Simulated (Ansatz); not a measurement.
Predict the output of the script below (the Python package of Ansatz (0.2.0)).

Script `defect_li2si.py`:
```python
import ansatz as az
import numpy as np

lattice = az.Lattice.of(
    [2.170969, 1.25341, 6.132429],
    [-2.170969, 1.25341, 6.132429],
    [0.0, -2.50682, 6.132429],
)
sites = [
    ("Li", [0.359001, 0.359001, 0.359001]),
    ("Li", [0.640999, 0.640999, 0.640999]),
    ("Li", [0.794952, 0.794952, 0.794952]),
    ("Li", [0.205048, 0.205048, 0.205048]),
    ("Si", [0.061467, 0.061467, 0.061467]),
    ("Si", [0.938533, 0.938533, 0.938533]),
]
li2si = az.Crystal(lattice=lattice)
for symbol, position in sites:
    li2si = li2si.atom(symbol, position)
host = li2si.supercell(2, 1, 1)
defective = host.substitution("Be", at=[0.359001, 0.359001, 0.359001], replaces="Li")

def prepare(structure):
    return (
        structure.calculation()
        .functional("pbesol")
        .basis(34 * az.Ry)
        .kpoints(2, 4, 4)
        .occupations("Fermi-Dirac", width=0.1)
        .band_table()
    )


perfect = prepare(host).run(threads=1, pin="off").report
calc = (
    prepare(defective)
    .relax(force_tolerance=0.02, max_steps=40)
)
res = calc.run(threads=1, pin="off")
r = res.report

n_host, n_defect = len(perfect["lattice"]["sites"]), len(r["lattice"]["sites"])
print(f"perfect cell: {n_host} atoms, F = {perfect['free_energy_ev']:.4f} eV")
print(f"defect cell:  {n_defect} atoms, F = {r['free_energy_ev']:.4f} eV")
print(f"difference {r['free_energy_ev'] - perfect['free_energy_ev']:.4f} eV (no chemical potentials)")

for label, run in (("perfect", perfect), ("defect", r)):
    levels, filled = np.array(run["eigenvalues_ev"][0]), np.array(run["occupations"][0])
    top = int(np.argmin(np.abs(levels - run["fermi_energy_ev"])))
    window = slice(max(top - 3, 0), top + 4)
    print(label, "levels near E_F at the first k-point:", ", ".join(f"{e - run['fermi_energy_ev']:.2f} ({f:.2f})" for e, f in zip(levels[window], filled[window])))

for site in res.lattice.sites:
    print(f"{site.symbol:2s}", " ".join(f"{v:8.4f}" for v in site.position_ang))
```

`python defect_li2si.py` gives:
```text
perfect cell: 12 atoms, F = -4112.4922 eV
defect cell:  12 atoms, F = -3998.6900 eV
difference 113.8022 eV (no chemical potentials)
perfect levels near E_F at the first k-point: -1.16 (2.00), -0.62 (2.00), -0.62 (2.00), 0.31 (0.09), 1.52 (0.00), 1.61 (0.00), 1.61 (0.00)
defect levels near E_F at the first k-point: -1.46 (2.00), -0.75 (2.00), -0.72 (2.00), -0.12 (1.53), 0.60 (0.01), 1.04 (0.00), 1.41 (0.00)
Be   0.0229   0.0132   7.0660
Li  -0.0556  -0.0321  11.8631
Li  -0.0016  -0.0009  14.5978
Li   0.0203   0.0117   3.8254
Si   0.1244   0.0718   1.0557
Si   0.0222   0.0128  17.2057
Li   2.1588   1.2464  12.6664
Li   2.2434   1.2952  17.8459
Li   2.1582   1.2460  20.6731
Li   2.1580   1.2459   9.8897
Si   2.0167   1.1643   7.2381
Si   2.1582   1.2460  23.2512
```

Reading the output:
- Total energies depend on the potentials; only differences at equal settings carry meaning. A total without «per atom» is that of the cell as typed.
- The computed bands are complete only to about 4.4 eV above the Fermi level.
- The mesh is modest for a metal, so energies can be off by several to tens of meV an atom and pressures by half a GPa or more; differences at equal mesh fare better.
- The difference holds no chemical potentials.
- Errors of mesh and smearing per atom add up over the supercell, so the energy can be off by tenths of an eV.
- Each cell's levels count from its own Fermi level and aren't aligned; one k-point can hide that the defect cell is metallic.
- The structure comes from a database of computed cells and needn't be a stable or known phase.
- Levels are Kohn-Sham eigenvalues on this mesh.
- The supercell is small, so the defect meets its images and the energies aren't those of an isolated defect; a partly filled defect level may also lower its energy by spin or distortion. For a charged cell the difference holds no correction, alignment or term for the electrons' reservoir.
- Timing: 68 s on 1 thread of Arm Neoverse V2 (shared host), peak memory 0.5 GiB.

(Lines on the test bed's own set-up are left out of the output.)
